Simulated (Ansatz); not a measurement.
# ClF3H4Si2: the cost of one run

Program: Ansatz 0.2.0. Level of theory: UKS B3LYP/STO-3G. These are calculated values, not measurements.

## (1) The starting structure

Bond lengths: Si1–Si2 2.600 Å, Si1–F3 1.612 Å, Si1–F4 1.584 Å, Si1–F5 1.584 Å, Si1–H6 1.540 Å, Si1–Cl7 2.493 Å, Si2–H8 1.457 Å, Si2–H9 1.456 Å, Si2–H10 1.458 Å. Angles (14 of 21 angles, heavy atoms first): Si2–Si1–F3 84.4°, Si2–Si1–F4 118.5°, Si2–Si1–F5 121.7°, Si2–Si1–Cl7 89.8°, F3–Si1–F4 96.2°, F3–Si1–F5 95.3°, F3–Si1–Cl7 174.1°, F4–Si1–F5 119.4°, F4–Si1–Cl7 87.7°, F5–Si1–Cl7 86.7°, Si1–Si2–H8 106.2°, Si1–Si2–H9 95.7°, Si1–Si2–H10 119.1°, Si2–Si1–H6 45.5°.

Structure file:

```xyz
10

Si   -0.9795   -0.3470   -0.4839
Si    1.4095    0.1045    0.4362
F    -0.3082   -1.6596   -1.1356
F    -1.4022    0.3257   -1.8538
F    -2.0607   -1.1383    0.3615
H    -0.3509    0.7488    0.3967
Cl   -1.8019    1.7092    0.6618
H     1.4735   -0.5450    1.7389
H     2.1062   -0.6707   -0.5803
H     1.9143    1.4725    0.4584
```

## (2) Run 1

150 steps of 0.5 fs at constant energy, with velocities drawn for 600 K.

File input.yaml:

```yaml
crystal:
  periodic: [false, false, false]
  atoms:
    - { symbol: Si, position_ang: [-0.9795, -0.347, -0.4839] }
    - { symbol: Si, position_ang: [1.4095, 0.1045, 0.4362] }
    - { symbol: F, position_ang: [-0.3082, -1.6596, -1.1356] }
    - { symbol: F, position_ang: [-1.4022, 0.3257, -1.8538] }
    - { symbol: F, position_ang: [-2.0607, -1.1383, 0.3615] }
    - { symbol: H, position_ang: [-0.3509, 0.7488, 0.3967] }
    - { symbol: Cl, position_ang: [-1.8019, 1.7092, 0.6618] }
    - { symbol: H, position_ang: [1.4735, -0.545, 1.7389] }
    - { symbol: H, position_ang: [2.1062, -0.6707, -0.5803] }
    - { symbol: H, position_ang: [1.9143, 1.4725, 0.4584] }
magnetization:
  spin_polarized: true
basis:
  gaussian: { orbitals: STO-3G }
hamiltonian:
  xc: b3lyp
md:
  timestep: 0.5
  n_steps: 150
  ensemble: nve
  temperature: 600.0
  initial_velocities: maxwell_boltzmann
  seed: 139343
```

Launch:

```console
ansatz run input.yaml --threads 1 --pin off --max-ram 2048MiB --backend cpu --events-out ev --progress --plain --runs-dir out
```

**Question.** How long does this run take on 1 thread of an x86-64 CPU, shared host, and how much memory does it need?

About 23 min, with a peak of 0.2 GiB.
